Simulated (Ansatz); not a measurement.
# InH3Se (SMILES [SeH][InH2]): energies and forces away from the minimum

An exercise on one series of results from a longer session: the logs are not shown, and one member is left open.

Program: Ansatz 0.2.0, Gaussian basis. Level of theory: single points with forces in def2-TZVPP. These are calculated values, not measurements.

Levels: PBE-D4, r2SCAN-D4, PBE0-D4, wB97M-V, Hartree-Fock, MP2, CCSD, CCSD(T). Each coordinate is moved by a Gaussian draw of the width named (0.7 of it for atoms other than hydrogen): 0.06, 0.06, 0.09, 0.09 Å.

Correlated methods freeze the cores. Filled d shells of the heavier atoms are correlated. Core potentials replace the inner electrons past krypton, and spin-orbit coupling is left out.

11 further runs of the same task are left out: 11 set aside as unsound or not needed.

### The starting structure

The minimum, relaxed at PBE0-D4: SMILES `[SeH][InH2]`, 5 atoms, charge 0, spin multiplicity 1.

Atoms are counted from 1 here; the program's logs count them from 0.

Bond lengths: Se1–In2 2.508 Å, Se1–H3 1.468 Å, In2–H4 1.712 Å, In2–H5 1.712 Å. Angles: In2–Se1–H3 92.9°, Se1–In2–H4 116.6°, Se1–In2–H5 114.2°, H4–In2–H5 129.2°.

Coordinates:

```
Se    1.1329   -1.0279    0.9794
In   -0.1551    0.6686   -0.3439
H     0.1142   -2.0669    0.7810
H    -1.6527    0.1571   -0.9975
H     0.6106    2.1955   -0.4605
```

Energies of the minimum (eV), from earlier single points: PBE-D4 -70562.99016, r2SCAN-D4 -70574.49418, PBE0-D4 -70565.15106, B3LYP-D4 -70575.97400, wB97M-V -70567.47259, CCSD(T) -70516.13287.

The first run:

The input, ccsdt-tzvpp/in.yaml:

```yaml
crystal:
  periodic: [false, false, false]
  atoms:
    - {symbol: Se, position_ang: [1.104078, -1.097127, 0.997740]}
    - {symbol: In, position_ang: [-0.137658, 0.613525, -0.397648]}
    - {symbol: H, position_ang: [0.214561, -2.028399, 0.862978]}
    - {symbol: H, position_ang: [-1.651931, 0.139850, -1.099080]}
    - {symbol: H, position_ang: [0.633504, 2.229951, -0.536029]}
basis:
  gaussian: {orbitals: def2-TZVPP}
correlation: {method: ccsd_t}
output: {forces: true}
```

No record of the launch command was kept for these runs.

Steps of the session up to this table: Structure 1, width 0.06 Å; Structure 2, width 0.06 Å; Structure 3, width 0.09 Å; Structure 4, width 0.09 Å.

One of the session's tables, all rows but one given; the rest of the session is left out.

```
   method  RMS force component (eV/Å)  angle to CCSD(T) forces (°)  dipole (D)
   PBE-D4                       2.363                          3.4        1.46
r2SCAN-D4                       2.259                          1.4        1.64
  PBE0-D4                           ?                            ?           ?
  wB97M-V                       2.250                          0.4        1.82
  CCSD(T)                       2.236                    reference        1.72
```

Estimate the missing values for PBE0-D4.

The run gave: RMS force component (eV/Å): 2.293; angle to CCSD(T) forces (°): 1.0; dipole (D): 1.70. In the column «RMS force component (eV/Å)» it lies between r2SCAN-D4 (2.259) and PBE-D4 (2.363).
